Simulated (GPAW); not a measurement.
# Ag3Au (Pm-3m) in GPAW: reference runs

Aim: a first look at Ag3Au with PBEsol, on the cell as given.

All numbers are computed with GPAW 26.7.0; they aren't measurements. Logs are shortened: lines on timing, memory, paths and dates and some standing lists are left out, and cuts for length are marked. The log counts tension as positive stress, the text compression.

**1. The structure**

Symmetry: Pm-3m, No. 221, cubic system. Conventional cell: a = 4.111 Å, b = 4.111 Å, c = 4.111 Å, α = 90.00°, β = 90.00°, γ = 90.00°. Au (site symmetry m-3m) has 12 Ag at 2.91 Å as nearest neighbours. Ag (site symmetry 4/mmm) is surrounded by 4 Au at 2.91 Å and 8 Ag at 2.91 Å.

The cell comes from a database or a generator and needn't be the stable form of this composition.

**2. Single point, PBEsol**

run.py reads:

```python
from ase import Atoms
from ase.dft.bandgap import bandgap
from ase.io import write
from ase.units import Bohr, GPa
from gpaw import GPAW, PW, setup_paths
from gpaw.elf import elf_from_dft_calculation

setup_paths.insert(0, '.')

atoms = Atoms(['Au', 'Ag', 'Ag', 'Ag'],
              cell=[[4.1110932, 0.0, 0.0],
                    [0.0, 4.1110932, 0.0],
                    [0.0, 0.0, 4.1110932]],
              scaled_positions=[[0.0, 0.0, 0.0],
                                [0.5, 0.5, 0.0],
                                [0.0, 0.5, 0.5],
                                [0.5, 0.0, 0.5]],
              pbc=True)

calc = GPAW(mode=PW(600),
            xc='PBEsol',
            kpts={'size': (7, 7, 7), 'gamma': True},
            occupations={'name': 'fermi-dirac', 'width': 0.05},
            nbands=53,
            convergence={'density': 1e-05, 'energy': 1e-05},
            maxiter=150,
            txt='gpaw.txt')
atoms.calc = calc
energy = atoms.get_potential_energy()
forces = atoms.get_forces()
stress = atoms.get_stress()
calc.write('gs.gpw')
write('result.traj', atoms)
print(f'Energy: {energy:.6f} eV')
print('Forces (eV/A):')
print(forces.round(4))
print('Stress (GPa):', (stress / GPa).round(3))
print('Fermi level:', round(calc.get_fermi_level(), 4), 'eV')
print(f'Gap: {bandgap(calc)[0]:.4f} eV, direct: {bandgap(calc, direct=True)[0]:.4f} eV')

# fields on the real-space grid
write('density.cube', atoms, data=calc.get_pseudo_density() * Bohr**3)
write('potential.cube', atoms, data=calc.get_electrostatic_potential())
write('elf.cube', atoms, data=elf_from_dft_calculation(calc).data)
```

Potentials or basis: PAW data sets generated in the run's folder for this functional, pw.

On the command line:

```console
> gpaw-setup -f PBEsol Ag Au
> OMP_NUM_THREADS=1 python run.py
```

gpaw.txt:

```text
__  _  _
 | _ |_)|_||  |
 |__||  | ||/\| - 26.7.0

Input parameters:
  mode=PW(ecut=600.0),
  convergence={'density': 1e-05, 'energy': 1e-05},
  kpts=MonkhorstPack(size=(7, 7, 7), gamma=True),
  maxiter=150,
  nbands=53,
  occupations=Occupations(name='fermi-dirac', width=0.05),
  xc=XC(name='PBEsol')

Diagonalizing LCAO Hamiltonian
Converting LCAO to pw mode
    .---------.
   /|         |
  / |         |
 *  |         |
 |Ag|         |
 |  .---------.
 | /  Ag     /
 |/    Ag   /
 Au--------*

Atoms  # Å, Bohr magnetons
|   | symbol |        x |        y |        z |    initial magnetic moments |
|---|--------|----------|----------|----------|-----------------------------|
| 0 |     Au | 0.000000 | 0.000000 | 0.000000 | ( 0.0000,  0.0000,  0.0000) |
| 1 |     Ag | 2.055547 | 2.055547 | 0.000000 | ( 0.0000,  0.0000,  0.0000) |
| 2 |     Ag | 0.000000 | 2.055547 | 2.055547 | ( 0.0000,  0.0000,  0.0000) |
| 3 |     Ag | 2.055547 | 0.000000 | 2.055547 | ( 0.0000,  0.0000,  0.0000) |

Unit cell  # Å
| periodic |        x |        y |        z |  lengths |    angles |
|----------|----------|----------|----------|----------|-----------|
|      yes | 4.111093 | 0.000000 | 0.000000 | 4.111093 | 90.000000 |
|      yes | 0.000000 | 4.111093 | 0.000000 | 4.111093 | 90.000000 |
|      yes | 0.000000 | 0.000000 | 4.111093 | 4.111093 | 90.000000 |

Number of symmetries: 48
Symmetry operations  # r_c * U_cc + t_c -> r_c
|    | kind |            matrix            |
|----|------|------------------------------|
|  0 |  E   |  1, 0, 0,  0, 1, 0,  0, 0, 1 |
|  1 |  σ   |  1, 0, 0,  0, 1, 0,  0, 0,-1 |
|  2 |  σ   |  1, 0, 0,  0, 0, 1,  0, 1, 0 |
|  3 |  C4  |  1, 0, 0,  0, 0, 1,  0,-1, 0 |
|  4 |  C4  |  1, 0, 0,  0, 0,-1,  0, 1, 0 |
|  5 |  σ   |  1, 0, 0,  0, 0,-1,  0,-1, 0 |
|  6 |  σ   |  1, 0, 0,  0,-1, 0,  0, 0, 1 |
|  7 |  C2  |  1, 0, 0,  0,-1, 0,  0, 0,-1 |
|  8 |  σ   |  0, 1, 0,  1, 0, 0,  0, 0, 1 |
|  9 |  C2  |  0, 1, 0,  1, 0, 0,  0, 0,-1 |
| 10 |  C3  |  0, 1, 0,  0, 0, 1,  1, 0, 0 |
| 11 |  S6  |  0, 1, 0,  0, 0, 1, -1, 0, 0 |
| 12 |  S6  |  0, 1, 0,  0, 0,-1,  1, 0, 0 |
| 13 |  C3  |  0, 1, 0,  0, 0,-1, -1, 0, 0 |
| 14 |  C4  |  0, 1, 0, -1, 0, 0,  0, 0, 1 |
| 15 |  S4  |  0, 1, 0, -1, 0, 0,  0, 0,-1 |
| 16 |  C3  |  0, 0, 1,  1, 0, 0,  0, 1, 0 |
| 17 |  S6  |  0, 0, 1,  1, 0, 0,  0,-1, 0 |
| 18 |  σ   |  0, 0, 1,  0, 1, 0,  1, 0, 0 |
| 19 |  C4  |  0, 0, 1,  0, 1, 0, -1, 0, 0 |
| 20 |  C2  |  0, 0, 1,  0,-1, 0,  1, 0, 0 |
| 21 |  S4  |  0, 0, 1,  0,-1, 0, -1, 0, 0 |
| 22 |  S6  |  0, 0, 1, -1, 0, 0,  0, 1, 0 |
| 23 |  C3  |  0, 0, 1, -1, 0, 0,  0,-1, 0 |
| 24 |  S6  |  0, 0,-1,  1, 0, 0,  0, 1, 0 |
| 25 |  C3  |  0, 0,-1,  1, 0, 0,  0,-1, 0 |
| 26 |  C4  |  0, 0,-1,  0, 1, 0,  1, 0, 0 |
| 27 |  σ   |  0, 0,-1,  0, 1, 0, -1, 0, 0 |
| 28 |  S4  |  0, 0,-1,  0,-1, 0,  1, 0, 0 |
| 29 |  C2  |  0, 0,-1,  0,-1, 0, -1, 0, 0 |
| 30 |  C3  |  0, 0,-1, -1, 0, 0,  0, 1, 0 |
| 31 |  S6  |  0, 0,-1, -1, 0, 0,  0,-1, 0 |
| 32 |  C4  |  0,-1, 0,  1, 0, 0,  0, 0, 1 |
| 33 |  S4  |  0,-1, 0,  1, 0, 0,  0, 0,-1 |
| 34 |  S6  |  0,-1, 0,  0, 0, 1,  1, 0, 0 |
| 35 |  C3  |  0,-1, 0,  0, 0, 1, -1, 0, 0 |
| 36 |  C3  |  0,-1, 0,  0, 0,-1,  1, 0, 0 |
| 37 |  S6  |  0,-1, 0,  0, 0,-1, -1, 0, 0 |
| 38 |  σ   |  0,-1, 0, -1, 0, 0,  0, 0, 1 |
| 39 |  C2  |  0,-1, 0, -1, 0, 0,  0, 0,-1 |
| 40 |  σ   | -1, 0, 0,  0, 1, 0,  0, 0, 1 |
| 41 |  C2  | -1, 0, 0,  0, 1, 0,  0, 0,-1 |
| 42 |  C2  | -1, 0, 0,  0, 0, 1,  0, 1, 0 |
| 43 |  S4  | -1, 0, 0,  0, 0, 1,  0,-1, 0 |
| 44 |  S4  | -1, 0, 0,  0, 0,-1,  0, 1, 0 |
| 45 |  C2  | -1, 0, 0,  0, 0,-1,  0,-1, 0 |
| 46 |  C2  | -1, 0, 0,  0,-1, 0,  0, 0, 1 |
| 47 |  i   | -1, 0, 0,  0,-1, 0,  0, 0,-1 |

BZ-sampling:
  Number of BZ points: 343
  Number of IBZ points: 20

  Monkhorst-Pack size: [7, 7, 7]
  Monkhorst-Pack shift: [0, 0, 0]

K-points  # in reciprocal-cell coordinates
|     |                                coordinates |     weight |
|-----|--------------------------------------------|------------|
|   0 | (  0.00000000,   0.00000000,   0.00000000) | 0.00291545 |
|   1 | (  0.14285714,   0.00000000,   0.00000000) | 0.01749271 |
|   2 | (  0.14285714,   0.14285714,   0.00000000) | 0.03498542 |
|   3 | (  0.14285714,   0.14285714,   0.14285714) | 0.02332362 |
|   4 | (  0.28571429,   0.00000000,   0.00000000) | 0.01749271 |
|   5 | (  0.28571429,   0.14285714,   0.00000000) | 0.06997085 |
|   6 | (  0.28571429,   0.14285714,   0.14285714) | 0.06997085 |
|   7 | (  0.28571429,   0.28571429,   0.00000000) | 0.03498542 |
|   8 | (  0.28571429,   0.28571429,   0.14285714) | 0.06997085 |
|   9 | (  0.28571429,   0.28571429,   0.28571429) | 0.02332362 |
| ... |                                            |            |
|  19 | (  0.42857143,   0.42857143,   0.42857143) | 0.02332362 |

Plane wave coefficients: 2326
Cutoff: 600.0 eV

Spin-components: 1 (collinear spins)
Bands:           53
Projectors:      24
Spin-degeneracy: 2
Datatype:        complex128

Parallelization:
  kpt:    1
  domain: 1
  band:   1

Density:
  Valence electrons: 62.0
  Components: 1
  Grid points: [24 24 24]
  Charge: 0.0  # |e|

Potential:
  Grid points: [24 24 24]

species:
  Au:
    name:    Gold
    Z:       79.0
    valence: 11
    core:    68
    charge:  0.0  # [|e|]
    compensation charges:
      type: gauss
      rc: 0.42  # [Å]
      lmax: 2
    cutoffs:
      filter: 2.33  # [Å]
      core: 2.81  # [Å]
    projectors
    | kind |    occ | energy [eV] | rcut [Å] |
    |------|--------|-------------|----------|
    |   6s |  1.000 |      -5.766 |    1.323 |
    |   6p |  0.000 |      -0.708 |    1.323 |
    |   5d | 10.000 |      -6.915 |    1.323 |
    |    s |        |      21.446 |    1.323 |
    |    p |        |      26.504 |    1.323 |
    |    d |        |      20.296 |    1.323 |

    Using partial waves for Au as LCAO basis

  Ag:
    name:    Silver
    Z:       47.0
    valence: 17
    core:    30
    charge:  0.0  # [|e|]
    compensation charges:
      type: gauss
      rc: 0.40  # [Å]
      lmax: 2
    cutoffs:
      filter: 2.35  # [Å]
      core: 2.19  # [Å]
    projectors
    | kind |    occ | energy [eV] | rcut [Å] |
    |------|--------|-------------|----------|
    |   5s |  1.000 |      -4.417 |    1.286 |
    |   4p |  6.000 |     -58.524 |    1.328 |
    |   5p |  0.000 |      -0.670 |    1.328 |
    |   4d | 10.000 |      -7.455 |    1.180 |
    |    s |        |      22.795 |    1.286 |
    |    d |        |      19.756 |    1.180 |

    Using partial waves for Ag as LCAO basis

Reference energy: -950042.558454  # eV

eigensolver:
  PPCG
  Converge bands: occupied
  niter=2

density mixing:
  MSR1-Mixer
  Pratt-step length: 0.05
  Maximum mixing coefficient: 0.75
  Old densities: 10
  SVD Regularization: 0.005
  Good broyden scale: 1.0
  Trust region scale: 1.0
  Backstep threshold: 4.0
  History deletion threshold: 6.0
  Fourier metric: weight=20.0, sigma=0.015

occupation numbers:
  Fermi-Dirac:
    width: 0.0500  # eV

poisson solver:
  ecut: 4800.0  # eV

xc functional:
  name: PBEsol with 2 nearest neighbor stencil

convergence criteria:
- Maximum integral of absolute [dens]ity change: 1e-05 electrons / valence electron
- Maximum [total energy] change in last 3 cyles: 1e-05 eV / valence electron
- Maximum integral of absolute [eigenst]ate change: 4e-08 eV^2 / valence electron
maximum number of iterations: 150

SCF iterations
|iter     | |      energy | eigst |  dens |
|---------|-|-------------|-------|-------|
|iter:   1| |  -15.424922 | +0.04 |       |
|iter:   2| |  -15.309337 | -2.18 | -1.28 |
|iter:   3| |  -24.055080 | -1.09 | -1.28 |
|iter:   4| |  -14.916065 | -1.73 | -0.88 |
|iter:   5| |  -14.340897 | -2.40 | -1.47 |
|iter:   6| |  -14.338820 | -4.09 | -2.54 |
|iter:   7| |  -14.338616 | -5.45 | -3.10 |
|iter:   8| |  -14.338633c| -6.13 | -3.77 |
|iter:   9| |  -14.338633c| -7.35 | -4.55 |
|iter:  10| |  -14.338633c| -7.55c| -4.87 |
|iter:  11| |  -14.338634c| -8.13c| -5.56c|

Converged in 11 steps
Energy contributions relative to reference atoms: (reference = -950042.558454)

Energy contributions:
  Kinetic:         -24.816599
  Coulomb:          18.060861
  Zero:              0.661674
  External:          0.000000
  Xc:               -8.240325
  Entropy:          -0.008489
  Spinorbit:         0.000000
  ----------------------------
  Free energy:     -14.342878
  Extrapolated:    -14.338634

dipole moment: (-27.018088, -27.018088, -27.018088)  # |e|*Ang

Fermi level: 8.084
Eigenvalues  # (at kpt = [0.000, 0.000, 0.000])
| band index |      eig [eV] | occ [0-2] |
|------------|---------------|-----------|
|          0 |       -47.134 |     2.000 |
|        ... |               |           |
|         22 |         5.553 |     2.000 |
|         23 |         5.553 |     2.000 |
|         24 |         5.553 |     2.000 |
|         25 |         5.681 |     2.000 |
|         26 |         5.681 |     2.000 |
|         27 |         6.067 |     2.000 |
[... 8 lines left out ...]
|         36 |        18.663 |     0.000 |
|         37 |        18.663 |     0.000 |
|        ... |               |           |
|         52 |        32.148 |     0.000 |

No gap
No difference between direct/indirect transitions

Forces  # eV/Ang
|       x |       y |       z |
|---------|---------|---------|
| 0.00000 | 0.00000 | 0.00000 |  # Au   0
| 0.00000 | 0.00000 | 0.00000 |  # Ag   1
| 0.00000 | 0.00000 | 0.00000 |  # Ag   2
| 0.00000 | 0.00000 | 0.00000 |  # Ag   3

Stress tensor  # eV/Ang^3
|        x |        y |        z |
|----------|----------|----------|
| 0.026276 | 0.000000 | 0.000000 |
| 0.000000 | 0.026276 | 0.000000 |
| 0.000000 | 0.000000 | 0.026276 |

# Writing to gs.gpw (mode='')
```

Run time: 47 s. Hardware: 1 thread of Arm Neoverse V2, shared host; peak memory 0.2 GiB.

What came out:

```yaml
Free_energy: -14.3429 eV
Pressure: -4.2 GPa
Band_gap_on_the_k_mesh: none (metal or under the smearing width)
```

Levels at points of the mesh, in eV from the Fermi level:
```
           k point  band 28  band 29  band 30  band 31  band 32  band 33  band 34  band 35
(0.00, 0.00, 0.00)    -2.02    -2.02    -2.02     1.55     1.55     1.55     5.47     7.17
```

Caveat: with this Au data set, volumes or pressures lay over 1.5 % or 2 GPa off other programs in two to four cells of ten. Spin-orbit coupling is left out, which matters for the levels of Au.
